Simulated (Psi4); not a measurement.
# SnH2O2 (SMILES [OH][Sn][OH]) at HF/def2-SVP (core potential)

Aim: the energy change on altering one bond length of SnH2O2 at HF/def2-SVP (core potential), from 2 runs. 

The results are computed with Psi4 1.11.

2 further runs of the same task are left out: 2 set aside as unsound or not needed.

**1. The system as given**

The species is SnH2O2 (5 atoms), meant as a singlet with charge 0. As SMILES, `[OH][Sn][OH]`. The shape is that of a PBE0-D4/def2-TZVP optimisation. This is one conformer, not always the lowest.

Bond lengths: O1–Sn2 1.987 Å, Sn2–O3 1.966 Å, O1–H4 0.960 Å, O3–H5 0.964 Å. Angles: O1–Sn2–O3 91.9°, Sn2–O1–H4 116.9°, Sn2–O3–H5 111.9°.

**2. Energy and gradient at HF/def2-SVP (core potential)**

File input.inp:

```
memory 1600 mb

molecule m {
  0 1
  O     -1.86005742     0.33599330    -1.15991390
  Sn    -0.29045091    -1.78371249     1.51348165
  O      2.95137426     0.00548021     1.20205479
  H     -3.59274731    -0.01058247    -1.57111830
  H      2.88598974     1.31354863    -0.06292788
  units bohr
  symmetry c1
}

set {
  basis def2-SVP
  reference rhf
  puream true
  e_convergence 1e-09
  d_convergence 1e-08
  scf_type pk
}

energy_value = gradient('scf')
```

Started as:

```bash
$ psi4 -i input.inp -o input.out -n 1
```

input.out:

```text
[...]
    !!!  WARNING: ECP capability is in beta. Please check occupations closely.  !!!
[...]
  Running in c1 symmetry.
[...]
  Nuclear repulsion =  127.037901338857409
[...]
  Multiplicity = 1
[...]
  Nalpha       = 20
  Nbeta        = 20
[...]
    Number of basis functions: 64
[...]
   @RHF iter   1:  -363.92803633563886   -2.30490e+00   1.13030e-02 ADIIS/DIIS
[...]
   @RHF iter  12:  -364.15155605030111   -1.70530e-12   3.70611e-09 DIIS
[...]
    Orbital Energies [Eh]
    ---------------------
    Doubly Occupied:
       1A    -20.522969     2A    -20.518343     3A     -5.874837
       4A     -4.067626     5A     -4.062055     6A     -4.057778
       7A     -1.355476     8A     -1.347098     9A     -1.332957
      10A     -1.327972    11A     -1.321811    12A     -1.255393
      13A     -1.220949    14A     -0.674060    15A     -0.629327
      16A     -0.536136    17A     -0.486146    18A     -0.482716
      19A     -0.459318    20A     -0.362322
[...]
  @RHF Final Energy:  -364.15155605030111
   => Energetics <=
    Nuclear Repulsion Energy =            127.0379013388574094
    One-Electron Energy =                -838.5883375204239201
    Two-Electron Energy =                 347.3988801312654005
    Total Energy =                       -364.1515560503011102
[...]
 Multipole Moments:
 ------------------------------------------------------------------------------------
     Multipole            Electronic (a.u.)      Nuclear  (a.u.)        Total (a.u.)
 ------------------------------------------------------------------------------------
 L = 1.  Multiply by 2.5417464519 to convert [e a0] to [Debye]
 Dipole X            :         -7.2910202            6.3334203           -0.9575999
 Dipole Y            :        -19.1436374           18.6165279           -0.5271095
 Dipole Z            :         15.0011511          -14.9107793            0.0903718
 Magnitude           :                                                    1.0968177
[...]
  -Total Gradient:
     Atom            X                  Y                   Z
    ------   -----------------  -----------------  -----------------
       1        0.016830866820     0.005321994728     0.002150868967
       2       -0.000104354383     0.001711530810    -0.001662467104
       3        0.002903643492    -0.013000529236     0.013529481367
       4       -0.015959300972    -0.005054874779    -0.002030917239
       5       -0.003670854957     0.011021878478    -0.011986965992
[...]
```

Run time: 6.9 s. Hardware: 1 thread of Intel Xeon Platinum 8259CL at 2.50GHz (Skylake/Cascade Lake), shared host; peak memory 0.22 GiB.

**3. The distorted shape, same level**

File input.dat:

```
memory 1600 mb

molecule m {
  0 1
  O
  Sn 1 R2
  O 2 R3 1 A3
  H 1 R4 2 A4 3 D4
  H 3 R5 2 A5 1 D5

  R2 = 1.987331
  R3 = 4.326
  A3 = 91.90239
  R4 = 0.960047
  A4 = 116.91622
  D4 = 179.97582
  R5 = 0.963553
  A5 = 111.88835
  D5 = 0.00126
  symmetry c1
  no_reorient
  no_com
}

set {
  reference rhf
  puream true
  e_convergence 1e-09
  d_convergence 1e-08
  scf_type pk
}

energy_value, wavefunction = gradient("scf/def2-SVP", return_wfn=True)
oeprop(wavefunction, "MAYER_INDICES", "MULLIKEN_CHARGES", "DIPOLE")
print_variables()
```

Started as:

```bash
$ psi4 input.dat output.dat -n 1
```

output.dat, cut to the lines that bear on the results:

```text
[...]
    !!!  WARNING: ECP capability is in beta. Please check occupations closely.  !!!
[...]
  Running in c1 symmetry.
[...]
  Nuclear repulsion =   92.887470701840556
[...]
  Multiplicity = 1
[...]
  Nalpha       = 20
  Nbeta        = 20
[...]
    Number of basis functions: 64
[...]
   @RHF iter   1:  -363.60202925684302   -2.41473e+00   1.30247e-02 DIIS/ADIIS
[...]
   @RHF iter  17:  -363.92280132634278   -2.38742e-12   7.00019e-09 DIIS
[...]
  @RHF Final Energy:  -363.92280132634278
   => Energetics <=
    Nuclear Repulsion Energy =             92.8874707018405559
    One-Electron Energy =                -769.0224756078424662
    Two-Electron Energy =                 312.2122035796591035
    Total Energy =                       -363.9228013263427783
[...]
  -Total Gradient:
     Atom            X                  Y                   Z
    ------   -----------------  -----------------  -----------------
       1        0.000008060761    -0.017749335537    -0.016762005402
       2       -0.000001155669     0.030052289718     0.018668665813
       3       -0.000000326771    -0.015665084519     0.012248749226
       4       -0.000006727752     0.013428214969    -0.001044191973
       5        0.000000149430    -0.010066084631    -0.013111217665
[...]
 Multipole Moments:
 ------------------------------------------------------------------------------------
     Multipole            Electronic (a.u.)      Nuclear  (a.u.)        Total (a.u.)
 ------------------------------------------------------------------------------------
 L = 1.  Multiply by 2.5417464519 to convert [e a0] to [Debye]
 Dipole X            :          0.0002255           -0.0004765           -0.0002510
 Dipole Y            :         41.8791859          -36.7774416            5.1017443
 Dipole Z            :         17.5916153          -17.7968602           -0.2052450
 Magnitude           :                                                    5.1058712
[...]
  Mulliken Charges: (a.u.)
   Center  Symbol    Alpha    Beta     Spin     Total
       1     O     4.32225  4.32225  0.00000 -0.64449
       2    SN    10.49796 10.49796  0.00000  1.00408
       3     O     4.34800  4.34800  0.00000 -0.69601
       4     H     0.39012  0.39012  0.00000  0.21976
       5     H     0.44167  0.44167  0.00000  0.11665
   Total alpha = 20.00000, Total beta = 20.00000, Total charge =  0.00000
  Mayer Bond Indices:
[...]
```

Wall time 6 s (1 thread of Intel Xeon Platinum 8259CL at 2.50GHz (Skylake/Cascade Lake), shared host); peak memory 0.22 GiB.

**4. Results**

Level: HF/def2-SVP (core potential).

| quantity | value |
| --- | --- |
| first shape: total energy | -364.15156 Eh |
| first shape: dipole moment | 2.79 D |
| first shape: HOMO energy | -9.86 eV |
| first shape: LUMO energy | 0.88 eV |
| first shape: HOMO–LUMO gap | 10.74 eV |
| first shape: largest force on an atom | 0.976 eV/Å |
| distorted shape: total energy | -363.92280 Eh |
| distorted shape: dipole moment | 12.98 D |
| distorted shape: HOMO energy | -6.09 eV |
| distorted shape: LUMO energy | -1.58 eV |
| distorted shape: HOMO–LUMO gap | 4.51 eV |
| distorted shape: largest force on an atom | 1.819 eV/Å |
| energy change with the Sn2–O3 bond stretched from 1.966 to 4.326 Å | 6.225 eV |

**Reading.** One bond (distorted shape) is far stretched, which a spin-restricted single reference describes badly; a broken-symmetry solution may lie lower. With the Sn2–O3 bond stretched from 1.966 to 4.326 Å the energy rises by 6.22 eV (601 kJ/mol). The first shape isn't relaxed at this level, so the change isn't measured from a minimum. A restricted reference can't describe the breaking bond well at this length. The largest force (first shape) is 0.98 eV/Å: the shape isn't a stationary point for this species at this level.
